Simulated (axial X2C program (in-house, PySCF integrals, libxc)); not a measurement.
# GaH⁺: from the state search to constants

Aim: find the lowest determinant of GaH⁺, scan the bond at several levels and fit the constants, once spin-free and once with spin–orbit coupling.

The runs use an in-house X2C program for linear molecules on PySCF integrals; all-electron X2C, Ga dyall-cv3z, H dyall-v3z.

All values are calculated.

## 1. The job

task.json reads:

```json
{
 "zs": [
  31,
  1
 ],
 "q": 1,
 "bas": [
  "dyall-cv3z",
  "dyall-v3z"
 ],
 "levels": [
  "PBE0",
  "HF",
  "TPSS"
 ],
 "cc": true,
 "r0": 1.56,
 "thr": -2.0,
 "nmax": 90,
 "npts": 10,
 "nst": 2,
 "ntry": 6
}
```

Keys: zs atomic numbers; q charge; bas basis sets; levels methods (HF also brings MP2); cc coupled cluster on or off; r0 starting distance in Å; thr threshold in hartree for freezing inner shells (an s shell follows its p shell); nmax most natural virtual spinors; npts points asked for on the curve; nst determinants followed; ntry starts of the search.

The run is started by

```console
> python so2c.py task.json out
```

Spin-free means the one-electron spin-free X2C Hamiltonian; two-component (2c) means X2C with spin–orbit coupling and atomic mean-field two-electron Coulomb and Gaunt terms. Basis: Ga dyall-cv3z contracted to [9s9p7d4f1g], H dyall-v3z contracted to [6s2p1d]; Gaussian nuclei, density fitting. Masses: Ga 68.926 u, H 1.008 u.

Notation: σ, π±, δ± give the projection m of an orbital's angular momentum (0, ±1, ±2), α and β its spin, Λ and M_S the sums; ω is the projection of a spinor's total angular momentum and Ω the sum. Logs are in hartree.

The results follow Hamiltonian by Hamiltonian and level by level.

## 2. Which state to follow

PBE0 moves the distance from 1.560 Å to 1.679 Å and compares determinants there.

Spin-free determinants:

```csv
ΔE (eV),state,open shells
0.00,"M_S = 1/2, Λ = 0",beyond closed shells: σα
4.15,"M_S = 1/2, Λ = 1",beyond closed shells: π+α
```

Two-component determinants:

```csv
ΔE (eV),state,open shells
0.00,Ω = 1/2,excess of +ω over −ω: ω = 1/2
4.21,Ω = 3/2,excess of +ω over −ω: ω = 3/2
```

## 3. PBE0, spin-free

State followed: M_S = 1/2, Λ = 0 (beyond closed shells: σα). The scan is laid around 1.679 Å, a first estimate of the minimum, and this SCF restarts from the orbitals of the search.

The SCF at the reference distance of 1.679 Å:

```text
spin-free X2C-1e  PBE0
basis functions 125  fitting functions 720  grid points 5073
iter        total energy     max residual
   1      -1943.931034021     5.82e-06
   2      -1943.931034022     4.06e-06
converged
one-electron -2718.73522277  Coulomb 841.00537610  exact exchange -18.63822807  xc functional -57.33335448  nuclear repulsion 9.77039520
```

Along the bond, energies from the lowest point:

| R (Å) | E (eV) | μ (D) | HOMO (eV) | LUMO (eV) | iterations |
| --- | --- | --- | --- | --- | --- |
| 1.528 | 0.0753 | 0.34 | -14.64 | -10.77 | 9 |
| 1.578 | 0.0266 | 0.38 | -14.66 | -10.77 | 10 |
| 1.629 | 0.0038 | 0.42 | -14.68 | -10.76 | 10 |
| 1.679 | 0.0000 | 0.47 | -14.70 | -10.74 | 2 |
| 1.738 | 0.0121 | 0.53 | -14.72 | -10.70 | 10 |
| 1.796 | 0.0351 | 0.59 | -14.75 | -10.63 | 9 |
| 1.872 | 0.0724 | 0.68 | -14.78 | -10.52 | 9 |

Dipoles are positive if H is the positive end and refer to the centre of mass.

Outer orbitals at the reference distance:

```csv
symmetry,occupied,ε (eV),atomic character
δ-α,yes,-30.95,100% Ga d
δ+α,yes,-30.95,100% Ga d
δ+β,yes,-30.90,100% Ga d
δ-β,yes,-30.90,100% Ga d
σα,yes,-30.89,99% Ga d
π-α,yes,-30.83,100% Ga d
π+α,yes,-30.83,100% Ga d
π+β,yes,-30.75,100% Ga d
π-β,yes,-30.75,100% Ga d
σβ,yes,-30.74,99% Ga d
σα,yes,-19.51,"53% Ga s, 40% H s, 3% H p"
σβ,yes,-18.16,"62% Ga s, 30% H s, 5% H p"
σα,yes,-14.70,"40% Ga p, 31% Ga s, 24% H s"
σβ,no,-10.74,"47% Ga p, 27% H s, 22% Ga s"
π+α,no,-8.46,"96% Ga p, 3% H p"
π-α,no,-8.46,"96% Ga p, 3% H p"
π+β,no,-8.04,"96% Ga p, 3% H p"
```

PBE0 fields in the half plane through the axis: z from -2.4 to 3.9 Å across, distance from the axis 0.15 to 2.25 Å upwards; Ga lies at z = 0 and H at z = 1.679 Å; the ELF is damped to zero where the density is low.

log10 density (e/bohr³). Ten even steps from '0' (-6.20 ) to '9' (1.37 ):
```
1222333333332222211000
2223334444333333222110
2233444444444433332210
2334455555554444333211
3344555666555554443221
3345566676666655543321
3445567888766666544322
3445667999766776554322
```

ELF. Ten even steps from ' ' (0.00 ) to '@' (1.00 ):
```
                                            
        ::--==--::..                        
    ..==####**++==::......::--::            
  ..++%%%%%%**==----::::==**%%%%**..        
  ==%%@@%%##==::::::::==##@@@@@@@@##..      
..##@@@@%%++::..::..::==%%@@@@@@@@@@++      
::%%@@@@##--::==**==..--@@@@@@@@@@@@%%..    
--%%@@@@##----##::##::--@@@@@@@@@@@@@@::    
```

Re = 1.666 Å, ωe = 1256 cm⁻¹, ωexe = 125 cm⁻¹, Be = 6.118 cm⁻¹, De = 0.449 eV, μ = 0.45 D.

## 4. HF, spin-free

The SCF at the reference distance of 1.679 Å:

```text
spin-free X2C-1e  HF
basis functions 125  fitting functions 720  grid points 5073
iter        total energy     max residual
   1      -1942.512363758     1.71e-01
   2      -1942.532651154     1.06e-02
   3      -1942.533786804     1.23e-02
   4      -1942.534367482     2.91e-03
   5      -1942.534495740     1.38e-03
   6      -1942.534536076     5.82e-04
   7      -1942.534546402     3.91e-04
   8      -1942.534549453     1.67e-04
   9      -1942.534550038     2.63e-05
  10      -1942.534550062     7.85e-06
  11      -1942.534550064     1.16e-06
converged
one-electron -2719.34061759  Coulomb 841.72058066  exact exchange -74.68490834  xc functional 0.00000000  nuclear repulsion 9.77039520
```

Re = 1.638 Å, ωe = 1327 cm⁻¹, ωexe = 203 cm⁻¹, Be = 6.326 cm⁻¹, De = 0.172 eV, μ = 0.19 D.

## 5. TPSS, spin-free

The SCF at the reference distance of 1.679 Å:

```text
spin-free X2C-1e  TPSS
basis functions 125  fitting functions 720  grid points 5073
iter        total energy     max residual
   1      -1944.183835132     2.39e-02
   2      -1944.184326157     2.25e-02
   3      -1944.185169601     1.49e-02
   4      -1944.185848429     1.26e-03
   5      -1944.185854318     1.54e-04
   6      -1944.185854492     5.82e-05
   7      -1944.185854522     3.34e-05
   8      -1944.185854531     5.64e-06
   9      -1944.185854532     7.19e-07
converged
one-electron -2718.08801662  Coulomb 840.31988210  exact exchange 0.00000000  xc functional -76.18811522  nuclear repulsion 9.77039520
```

Re = 1.683 Å, ωe = 1174 cm⁻¹, ωexe = 103 cm⁻¹, Be = 5.994 cm⁻¹, De = 0.658 eV, μ = 0.46 D.

## 6. MP2 and beyond, spin-free

Correlated methods: 13 electrons correlated (frozen shells, counted by type: Ga 3 s, 2 p; H none), 193 virtual spinors in MP2, 90 natural virtuals in coupled cluster.

Output of the correlated part at 1.679 Å:

```text
correlated 13  virtual 193  natural virtual 90  E(MP2) -0.521898217  MP2 remainder -0.033286259
iter   CCSD correlation   residual
   1     -0.446272767   1.17e-01
   2     -0.460314132   4.83e-02
   3     -0.462300749   2.31e-02
   4     -0.462020119   6.17e-03
   5     -0.462176543   2.11e-03
   6     -0.462178472   5.99e-04
   7     -0.462171910   2.80e-04
   8     -0.462177281   1.38e-04
   9     -0.462173505   5.38e-05
  10     -0.462174738   1.11e-05
  11     -0.462174196   3.30e-06
  12     -0.462174230   1.01e-06
  13     -0.462174226   3.08e-07
(T) -0.011146837  T1 0.0233  D1 0.0566  max T2 0.100
```

T1 in the output is the amplitude norm over the root of the electron number; divide by √2 for the Lee–Taylor value.

MP2: Re = 1.625 Å, ωe = 1329 cm⁻¹, Be = 6.427 cm⁻¹, De = 0.186 eV.

CCSD: Re = 1.654 Å, ωe = 1277 cm⁻¹, ωexe = 125 cm⁻¹, Be = 6.201 cm⁻¹, De = 0.339 eV. T1 at Re = 0.016 (Lee–Taylor, the printed value over √2).

CCSD(T): Re = 1.661 Å, ωe = 1246 cm⁻¹, ωexe = 124 cm⁻¹, Be = 6.148 cm⁻¹, De = 0.335 eV. T1 at Re = 0.016 (Lee–Taylor, the printed value over √2).

## 7. The spin-free curves together

Energy (eV) of the followed determinant, spin-free, from each level's lowest point:

| R (Å) | PBE0 | HF | MP2 | CCSD | CCSD(T) | TPSS |
| --- | --- | --- | --- | --- | --- | --- |
| 1.528 | 0.075 | 0.053 | 0.040 | 0.063 | 0.069 | 0.088 |
| 1.578 | 0.027 | 0.013 | 0.008 | 0.019 | 0.023 | 0.035 |
| 1.629 | 0.004 | 0.000 | 0.000 | 0.000 | 0.002 | 0.008 |
| 1.679 | 0.000 | 0.005 | 0.008 | 0.000 | 0.000 | 0.000 |
| 1.738 | 0.012 | 0.023 | 0.029 | 0.015 | 0.013 | 0.007 |
| 1.796 | 0.035 | 0.049 | 0.055 | 0.040 | 0.036 | 0.025 |
| 1.872 | 0.072 | 0.083 | 0.087 | 0.079 | 0.073 | 0.058 |

## 8. PBE0, 2c

State followed: Ω = 1/2 (excess of +ω over −ω: ω = 1/2). The scan is laid around 1.679 Å, a first estimate of the minimum, and this SCF restarts from the orbitals of the search.

Output at 1.679 Å:

```text
two-component X2C + atomic mean field  PBE0
basis functions 125  fitting functions 720  grid points 5073
iter        total energy     max residual
   1      -1943.327311342     1.66e-05
   2      -1943.327311346     1.64e-05
   3      -1943.327311348     3.99e-06
   4      -1943.327311348     1.30e-06
converged
one-electron -2717.20661270  Coulomb 840.69943526  exact exchange -18.63199760  xc functional -57.31415127  nuclear repulsion 9.77039520  atomic mean-field constant -0.64438023
```

Along the bond, energies from the lowest point:

| R (Å) | E (eV) | μ (D) | HOMO (eV) | LUMO (eV) | iterations |
| --- | --- | --- | --- | --- | --- |
| 1.528 | 0.0759 | 0.34 | -14.64 | -10.77 | 9 |
| 1.578 | 0.0269 | 0.38 | -14.66 | -10.77 | 10 |
| 1.629 | 0.0040 | 0.42 | -14.68 | -10.76 | 10 |
| 1.679 | 0.0000 | 0.47 | -14.70 | -10.74 | 4 |
| 1.738 | 0.0119 | 0.53 | -14.72 | -10.69 | 10 |
| 1.796 | 0.0348 | 0.59 | -14.74 | -10.63 | 9 |
| 1.872 | 0.0719 | 0.68 | -14.78 | -10.52 | 9 |

Dipoles are positive if H is the positive end and refer to the centre of mass.

Outer spinors at the reference distance:

```csv
ω,occupied,ε (eV),atomic character,λ mixture
-3/2,yes,-31.19,100% Ga d,"90% δ, 10% π"
3/2,yes,-31.15,100% Ga d,"84% δ, 16% π"
1/2,yes,-31.09,99% Ga d,"56% σ, 44% π"
-1/2,yes,-31.07,100% Ga d,"70% π, 30% σ"
5/2,yes,-30.79,100% Ga d,100% δ
-5/2,yes,-30.73,100% Ga d,100% δ
3/2,yes,-30.68,100% Ga d,"84% π, 16% δ"
1/2,yes,-30.66,100% Ga d,"56% π, 44% σ"
-3/2,yes,-30.62,100% Ga d,"90% π, 10% δ"
-1/2,yes,-30.61,99% Ga d,"70% σ, 30% π"
1/2,yes,-19.51,"53% Ga s, 40% H s, 3% H p",100% σ
-1/2,yes,-18.16,"62% Ga s, 30% H s, 5% H p",100% σ
1/2,yes,-14.70,"40% Ga p, 31% Ga s, 24% H s",100% σ
-1/2,no,-10.74,"47% Ga p, 27% H s, 22% Ga s",100% σ
-1/2,no,-8.50,"96% Ga p, 3% H p",100% π
3/2,no,-8.41,"96% Ga p, 3% H p",100% π
1/2,no,-8.08,"96% Ga p, 3% H p",100% π
```

PBE0 fields in the half plane through the axis: z from -2.4 to 3.9 Å across, distance from the axis 0.15 to 2.25 Å upwards; Ga lies at z = 0 and H at z = 1.679 Å; the ELF is damped to zero where the density is low.

log10 density (e/bohr³). Ten even steps from '0' (-6.20 ) to '9' (1.37 ):
```
1222333333332222211000
2223334444333333222110
2233444444444433332210
2334455555554444333211
3344555666555554443221
3345566676666655543321
3445567888766666544322
3445667999766776554322
```

ELF. Ten even steps from '0' (0.00 ) to '9' (1.00 ):
```
0000000000000000000000
0000234321000000000000
0014776542111232000000
0158886433224688610000
0489874222247999971000
1799852121248999995000
2899732464139999998100
3899733727239999999200
```

Re = 1.666 Å, ωe = 1254 cm⁻¹, ωexe = 125 cm⁻¹, Be = 6.114 cm⁻¹, De = 0.447 eV, μ = 0.45 D.

## 9. HF, 2c

Output at 1.679 Å:

```text
two-component X2C + atomic mean field  HF
basis functions 125  fitting functions 720  grid points 5073
iter        total energy     max residual
   1      -1941.909152883     1.71e-01
   2      -1941.929429699     1.07e-02
   3      -1941.930565730     1.23e-02
   4      -1941.931144472     2.90e-03
   5      -1941.931272965     1.38e-03
   6      -1941.931313453     5.80e-04
   7      -1941.931323852     3.89e-04
   8      -1941.931326916     1.66e-04
   9      -1941.931327501     2.62e-05
  10      -1941.931327525     7.84e-06
  11      -1941.931327526     1.15e-06
converged
one-electron -2717.81061115  Coulomb 841.41317336  exact exchange -74.65990470  xc functional 0.00000000  nuclear repulsion 9.77039520  atomic mean-field constant -0.64438023
```

Re = 1.639 Å, ωe = 1324 cm⁻¹, ωexe = 203 cm⁻¹, Be = 6.32 cm⁻¹, De = 0.171 eV, μ = 0.19 D.

## 10. TPSS, 2c

The SCF at the reference distance of 1.679 Å:

```text
two-component X2C + atomic mean field  TPSS
basis functions 125  fitting functions 720  grid points 5073
iter        total energy     max residual
   1      -1943.579915341     2.39e-02
   2      -1943.580406452     2.25e-02
   3      -1943.581242051     1.50e-02
   4      -1943.581928440     1.27e-03
   5      -1943.581934340     1.55e-04
   6      -1943.581934514     5.85e-05
   7      -1943.581934544     3.35e-05
   8      -1943.581934553     5.54e-06
   9      -1943.581934553     7.16e-07
converged
one-electron -2716.55938088  Coulomb 840.01393055  exact exchange 0.00000000  xc functional -76.16249919  nuclear repulsion 9.77039520  atomic mean-field constant -0.64438023
```

Re = 1.683 Å, ωe = 1172 cm⁻¹, ωexe = 103 cm⁻¹, Be = 5.989 cm⁻¹, De = 0.657 eV, μ = 0.46 D.

## 11. MP2 and beyond, 2c

Correlated methods: 13 electrons correlated (frozen shells, counted by type: Ga 3 s, 2 p; H none), 193 virtual spinors in MP2, 90 natural virtuals in coupled cluster.

Output of the correlated part at 1.679 Å:

```text
correlated 13  virtual 193  natural virtual 90  E(MP2) -0.521680886  MP2 remainder -0.033285625
iter   CCSD correlation   residual
   1     -0.446122778   1.17e-01
   2     -0.460144230   4.83e-02
   3     -0.462127386   2.31e-02
   4     -0.461847481   6.18e-03
   5     -0.462004249   2.12e-03
   6     -0.462006193   6.08e-04
   7     -0.461999592   2.84e-04
   8     -0.462005041   1.38e-04
   9     -0.462001246   5.36e-05
  10     -0.462002479   1.12e-05
  11     -0.462001931   3.45e-06
  12     -0.462001969   1.15e-06
  13     -0.462001965   4.34e-07
(T) -0.011132587  T1 0.0233  D1 0.0566  max T2 0.100
```

MP2: Re = 1.626 Å, ωe = 1325 cm⁻¹, Be = 6.42 cm⁻¹, De = 0.184 eV.

CCSD: Re = 1.655 Å, ωe = 1275 cm⁻¹, ωexe = 125 cm⁻¹, Be = 6.196 cm⁻¹, De = 0.338 eV. T1 at Re = 0.016 (Lee–Taylor, the printed value over √2).

CCSD(T): Re = 1.662 Å, ωe = 1243 cm⁻¹, ωexe = 125 cm⁻¹, Be = 6.142 cm⁻¹, De = 0.333 eV. T1 at Re = 0.016 (Lee–Taylor, the printed value over √2).

## 12. The 2c curves together

Energy (eV) of the followed determinant, 2c, from each level's lowest point:

| R (Å) | PBE0 | HF | MP2 | CCSD | CCSD(T) | TPSS |
| --- | --- | --- | --- | --- | --- | --- |
| 1.528 | 0.076 | 0.053 | 0.040 | 0.064 | 0.070 | 0.088 |
| 1.578 | 0.027 | 0.014 | 0.008 | 0.019 | 0.024 | 0.036 |
| 1.629 | 0.004 | 0.000 | 0.000 | 0.001 | 0.003 | 0.009 |
| 1.679 | 0.000 | 0.004 | 0.008 | 0.000 | 0.000 | 0.000 |
| 1.738 | 0.012 | 0.023 | 0.028 | 0.015 | 0.013 | 0.006 |
| 1.796 | 0.035 | 0.048 | 0.054 | 0.040 | 0.036 | 0.025 |
| 1.872 | 0.072 | 0.082 | 0.086 | 0.079 | 0.072 | 0.058 |

The whole job took 3.5 min on 1 thread of Intel Xeon Platinum 8488C (Sapphire Rapids), shared host; peak memory 0.76 GiB.

## 13. Results

Lowest determinant that the search found at its distance, spin-free: M_S = 1/2, Λ = 0 (beyond closed shells: σα).

Lowest determinant that the search found at its distance, 2c: Ω = 1/2 (excess of +ω over −ω: ω = 1/2).

| Hamiltonian | level | Re (Å) | ωe (cm⁻¹) | De (eV) | μ (D) |
| --- | --- | --- | --- | --- | --- |
| spin-free | PBE0 | 1.666 | 1256 | 0.449 | 0.45 |
| spin-free | HF | 1.638 | 1327 | 0.172 | 0.19 |
| spin-free | MP2 | 1.625 | 1329 | 0.186 | n/a |
| spin-free | CCSD | 1.654 | 1277 | 0.339 | n/a |
| spin-free | CCSD(T) | 1.661 | 1246 | 0.335 | n/a |
| spin-free | TPSS | 1.683 | 1174 | 0.658 | 0.46 |
| 2c | PBE0 | 1.666 | 1254 | 0.447 | 0.45 |
| 2c | HF | 1.639 | 1324 | 0.171 | 0.19 |
| 2c | MP2 | 1.626 | 1325 | 0.184 | n/a |
| 2c | CCSD | 1.655 | 1275 | 0.338 | n/a |
| 2c | CCSD(T) | 1.662 | 1243 | 0.333 | n/a |
| 2c | TPSS | 1.683 | 1172 | 0.657 | 0.46 |

Dipoles are positive if H is the positive end and refer to the centre of mass.

Time per point (s) on 1 thread of Intel Xeon Platinum 8488C (Sapphire Rapids), shared host (2c runs; CCSD comes with the CCSD(T) run); the times are rough: PBE0 0.38, HF 0.21, MP2 0.44, CCSD(T) 9.8, TPSS 0.47.

In words: At CCSD(T), going from spin-free to two-component changes Re by +1 mÅ, ωe by -0.2 %; the spin-free picture holds up (part of it comes from the scalar share of the two-electron terms). De moves by 0.00 eV; both De rest on single-determinant atoms, which can miss part of an open shell's spin–orbit lowering.

De refers to Ga+ + H, each in the lowest determinant found, which need not be this curve's own limit. The state is a single determinant with fixed occupations, the lowest that a limited PBE0 search found. Dissociation energies refer to the lowest single-determinant-based atoms at the same level and basis. Density functionals use the spin component along the axis (collinear). CCSD and (T) use frozen natural virtuals with an MP2 correction for the truncation. The meta-GGAs lack a current-density term, which matters for open shells with orbital currents, atoms included.
